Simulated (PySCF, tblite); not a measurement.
# C5H8F2: a rotation path, then NMR shifts on frames

How do NMR shifts of C5H8F2 (`C/C=C\CC(F)F`) change as the atoms move?

Programs: tblite 0.8.0 and PySCF 2.14.0, with density-fitted response routines of our own. Each step states its level of theory. These are calculated values for one molecule in the gas phase, unless marked as measured. Atoms count from 0, in the outputs and in this text.

**1. The molecule as given**

15 atoms, charge 0, multiplicity 1; geometry from: GFN2-xTB.

Bonds of the start (Å): C0–C1 1.49, C1–C2 1.32, C2–C3 1.50, C3–C4 1.52, C4–F5 1.36, C4–F6 1.36, C0–H7 1.09, C0–H8 1.09, C0–H9 1.09, C1–H10 1.08, C2–H11 1.08, C3–H12 1.09, C3–H13 1.09, C4–H14 1.10.

**2. A band between two rotamers with GFN2-xTB**

Job settings and geometry (Å):

```
{"job": {"kind": "neb", "xc": "GFN2-xTB", "basis": "xTB", "atoms": [2, 3, 4, 6], "turn": 120}, "charge": 0, "multiplicity": 1}
C      2.102215     0.082624    -0.566071
C      1.320930     0.456338     0.649045
C      0.071876     0.131841     0.944954
C     -0.864009    -0.696042     0.115817
C     -2.046666     0.141147    -0.352921
F     -2.854251    -0.584435    -1.169028
F     -2.820875     0.524958     0.691287
H      2.949306    -0.541166    -0.280874
H      2.501990     0.981458    -1.034170
H      1.507152    -0.454052    -1.298251
H      1.873046     1.057495     1.360078
H     -0.360303     0.486963     1.870728
H     -1.258301    -1.521525     0.714646
H     -0.378392    -1.107285    -0.768025
H     -1.748131     1.049670    -0.899126
```

Level: GFN2-xTB climbing-image nudged elastic band, gas phase.

Command:

```console
> OMP_NUM_THREADS=1 python probes_run.py task.json out
```

One launch serves the whole session: the jobs run in the order shown.

Output:

```text
image   E - E0 / eV
  0       0.0000
  1       0.0220
  2       0.0698
  3       0.1185
  4       0.1420
  5       0.1301
  6       0.0929
  7       0.0548
  8       0.0392
```

It took 2.1 s on 1 thread of Intel Xeon Platinum 8488C, shared host; peak memory 0.18 GiB.

The final band, with the dihedral C2–C3–C4–F6:

```tsv
image	dihedral (°)	energy (eV)	energy (kcal/mol)
0	-66	0.000	0.0
1	-50	0.022	0.5
2	-34	0.070	1.6
3	-18	0.118	2.7
4	-1	0.142	3.3
5	15	0.130	3.0
6	30	0.093	2.1
7	46	0.055	1.3
8	60	0.039	0.9
```

**3. Nuclear shieldings: image 0, PBE0/pcSseg-1**

Job settings and geometry (Å):

```
{"job": {"kind": "nmr", "xc": "PBE0", "basis": "pcSseg-1", "pop": false}, "charge": 0, "multiplicity": 1}
C      2.102200     0.082600    -0.566100
C      1.320900     0.456300     0.649000
C      0.071900     0.131800     0.945000
C     -0.864000    -0.696000     0.115800
C     -2.046700     0.141100    -0.352900
F     -2.854300    -0.584400    -1.169000
F     -2.820900     0.525000     0.691300
H      2.949300    -0.541200    -0.280900
H      2.502000     0.981500    -1.034200
H      1.507200    -0.454100    -1.298300
H      1.873000     1.057500     1.360100
H     -0.360300     0.487000     1.870700
H     -1.258300    -1.521500     0.714600
H     -0.378400    -1.107300    -0.768000
H     -1.748100     1.049700    -0.899100
```

Level: GIAO PBE0/pcSseg-1 NMR shielding, non-relativistic, gas phase.

Output:

```text
coarse grid: 12568 points
cycle   1  E = -394.4035925540  dE =  7.951e-01  |g| = 7.091e-01  |ddm| = 3.283e+00
cycle   2  E = -394.3417216535  dE =  6.187e-02  |g| = 9.732e-01  |ddm| = 9.743e-01
cycle   3  E = -394.4943497431  dE = -1.526e-01  |g| = 7.315e-02  |ddm| = 5.621e-01
cycle   4  E = -394.4952208860  dE = -8.711e-04  |g| = 3.682e-02  |ddm| = 7.945e-02
cycle   5  E = -394.4955187091  dE = -2.978e-04  |g| = 1.084e-02  |ddm| = 3.506e-02
cycle   6  E = -394.4955444215  dE = -2.571e-05  |g| = 3.660e-03  |ddm| = 1.027e-02
cycle   7  E = -394.4955476729  dE = -3.251e-06  |g| = 3.969e-04  |ddm| = 3.079e-03
final grid: 122224 points
cycle   8  E = -394.5507436650  dE = -4.218e-05  |g| = 8.287e-03  |ddm| = 2.476e-02
cycle   9  E = -394.5507379416  dE =  5.723e-06  |g| = 1.023e-02  |ddm| = 1.370e-02
cycle  10  E = -394.5507598260  dE = -2.188e-05  |g| = 1.062e-03  |ddm| = 7.263e-03
cycle  11  E = -394.5507600037  dE = -1.777e-07  |g| = 2.179e-04  |ddm| = 8.213e-04
cycle  12  E = -394.5507600107  dE = -7.043e-09  |g| = 8.073e-05  |ddm| = 1.851e-04
cycle  13  E = -394.5507600122  dE = -1.410e-09  |g| = 3.047e-05  |ddm| = 8.538e-05
cycle  14  E = -394.5507600124  dE = -2.196e-10  |g| = 6.707e-06  |ddm| = 2.799e-05
converged SCF energy = -394.5507600124

GIAO shielding tensors (ppm)
atom      isotropic    diamagn.    paramagn.     s11        s22        s33       span
  0 C      170.836     248.406     -77.570    153.172    175.947    183.390     30.218
  1 C       49.788     255.658    -205.870    -64.107     53.950    159.521    223.628
  2 C       57.984     257.174    -199.190    -53.562     70.261    157.254    210.816
  3 C      149.448     249.401     -99.953    128.750    147.346    172.248     43.498
  4 C       62.768     244.726    -181.958     44.392     68.218     75.695     31.303
  5 F      297.889     470.036    -172.147    193.185    331.382    369.100    175.915
  6 F      309.363     472.392    -163.029    219.714    334.114    374.261    154.547
  7 H       29.981      28.122       1.859     26.048     27.206     36.688     10.640
  8 H       29.976      28.770       1.207     26.257     27.388     36.284     10.027
  9 H       29.639      31.524      -1.885     24.940     30.849     33.130      8.190
 10 H       25.690      31.252      -5.562     23.204     25.373     28.494      5.291
 11 H       25.939      32.303      -6.364     22.898     25.575     29.343      6.445
 12 H       29.147      29.547      -0.400     25.953     28.010     33.477      7.525
 13 H       28.864      32.063      -3.198     24.235     29.642     32.716      8.481
 14 H       25.840      29.363      -3.522     24.299     25.071     28.152      3.853
```

It took 16 s on 1 thread of Intel Xeon Platinum 8488C, shared host; peak memory 0.72 GiB.

Shifts follow as δ = σ(reference) − σ, with reference shieldings (ppm) from runs at the same level and on the same kind of geometry: 1H TMS 31.72, 13C TMS 186.9, 19F CFCl3 170.9. The references are single molecules in the gas phase, so shifts against H2O, NH3, PH3, H3PO4 or CFCl3 are not on the usual liquid scales and can be off by tens of ppm. Each atom is listed at this fixed geometry, with no averaging over motion; a spectrum would average atoms that exchange fast.

```tsv
atoms	environment	σ (ppm)	δ (ppm)
C1	alkene CH	49.8	137.1
C2	alkene CH	58.0	128.9
C4	sp3 CH bonded to 2 F	62.8	124.2
C3	allylic sp3 CH2	149.4	37.5
C0	allylic methyl carbon	170.8	16.1
H10	hydrogen on an alkene CH	25.69	6.03
H14	hydrogen on an sp3 CH bonded to 2 F	25.84	5.88
H11	hydrogen on an alkene CH	25.94	5.78
H13	hydrogen on an allylic sp3 CH2	28.86	2.85
H12	hydrogen on an allylic sp3 CH2	29.15	2.57
H9	hydrogen on an allylic methyl carbon	29.64	2.08
H8	hydrogen on an allylic methyl carbon	29.98	1.74
H7	hydrogen on an allylic methyl carbon	29.98	1.74
F5	fluorine of a CF2 group	297.9	-126.9
F6	fluorine of a CF2 group	309.4	-138.4
```

**4. Nuclear shieldings: image 2, PBE0/pcSseg-1**

Job settings and geometry (Å):

```
{"job": {"kind": "nmr", "xc": "PBE0", "basis": "pcSseg-1", "pop": false}, "charge": 0, "multiplicity": 1}
C      2.123200     0.143700    -0.523400
C      1.298500     0.424900     0.687600
C      0.052800     0.051900     0.934600
C     -0.856900    -0.723900     0.027600
C     -2.054800     0.133800    -0.384000
F     -3.142000    -0.641000    -0.631500
F     -2.432300     0.980300     0.604400
H      2.966600    -0.489100    -0.245000
H      2.527100     1.076200    -0.916100
H      1.561400    -0.350700    -1.310000
H      1.817900     0.986100     1.452900
H     -0.405800     0.336100     1.872500
H     -1.241400    -1.596300     0.562700
H     -0.348300    -1.068000    -0.872400
H     -1.870600     0.743700    -1.281800
```

Method: GIAO PBE0/pcSseg-1 NMR shielding, non-relativistic, gas phase.

Output:

```text
coarse grid: 12568 points
cycle   1  E = -394.3984655617  dE =  7.966e-01  |g| = 7.120e-01  |ddm| = 3.287e+00
cycle   2  E = -394.3353534094  dE =  6.311e-02  |g| = 9.794e-01  |ddm| = 9.888e-01
cycle   3  E = -394.4903836275  dE = -1.550e-01  |g| = 7.234e-02  |ddm| = 5.685e-01
cycle   4  E = -394.4912440748  dE = -8.604e-04  |g| = 3.589e-02  |ddm| = 7.807e-02
cycle   5  E = -394.4915254540  dE = -2.814e-04  |g| = 1.041e-02  |ddm| = 3.387e-02
cycle   6  E = -394.4915485654  dE = -2.311e-05  |g| = 3.806e-03  |ddm| = 1.015e-02
cycle   7  E = -394.4915521072  dE = -3.542e-06  |g| = 3.832e-04  |ddm| = 3.177e-03
final grid: 122224 points
cycle   8  E = -394.5474823878  dE = -4.469e-05  |g| = 8.087e-03  |ddm| = 2.728e-02
cycle   9  E = -394.5474770494  dE =  5.338e-06  |g| = 9.930e-03  |ddm| = 1.356e-02
cycle  10  E = -394.5474979911  dE = -2.094e-05  |g| = 1.066e-03  |ddm| = 7.135e-03
cycle  11  E = -394.5474981650  dE = -1.739e-07  |g| = 2.235e-04  |ddm| = 8.146e-04
cycle  12  E = -394.5474981724  dE = -7.365e-09  |g| = 8.257e-05  |ddm| = 1.864e-04
cycle  13  E = -394.5474981739  dE = -1.478e-09  |g| = 3.036e-05  |ddm| = 8.609e-05
cycle  14  E = -394.5474981741  dE = -2.174e-10  |g| = 6.728e-06  |ddm| = 2.801e-05
converged SCF energy = -394.5474981741

GIAO shielding tensors (ppm)
atom      isotropic    diamagn.    paramagn.     s11        s22        s33       span
  0 C      170.824     248.376     -77.552    153.352    175.451    183.670     30.318
  1 C       51.295     255.729    -204.434    -61.085     55.510    159.460    220.546
  2 C       57.940     257.016    -199.076    -53.678     71.067    156.431    210.109
  3 C      150.261     250.053     -99.793    124.774    151.230    174.779     50.005
  4 C       65.230     242.199    -176.969     44.517     68.129     83.043     38.527
  5 F      295.755     469.100    -173.345    206.737    331.087    349.441    142.704
  6 F      312.700     473.532    -160.831    206.925    330.064    401.113    194.188
  7 H       29.981      28.124       1.858     25.980     27.267     36.698     10.718
  8 H       29.965      28.772       1.193     26.223     27.422     36.251     10.028
  9 H       29.720      31.518      -1.799     25.123     30.878     33.158      8.035
 10 H       25.777      31.365      -5.588     23.220     25.448     28.661      5.442
 11 H       25.805      32.446      -6.641     22.754     25.355     29.307      6.553
 12 H       29.139      29.664      -0.525     25.457     28.199     33.762      8.305
 13 H       28.736      31.959      -3.223     24.701     29.216     32.291      7.591
 14 H       25.708      28.701      -2.993     23.764     24.623     28.736      4.972
```

Run time: 16 s. Hardware: 1 thread of Intel Xeon Platinum 8488C, shared host; peak memory 0.79 GiB.

In short: δ C1 135.6, C2 129.0, C4 121.7, C3 36.7, H14 6.01, H10 5.94 ppm.

[end of part 1 of 2]
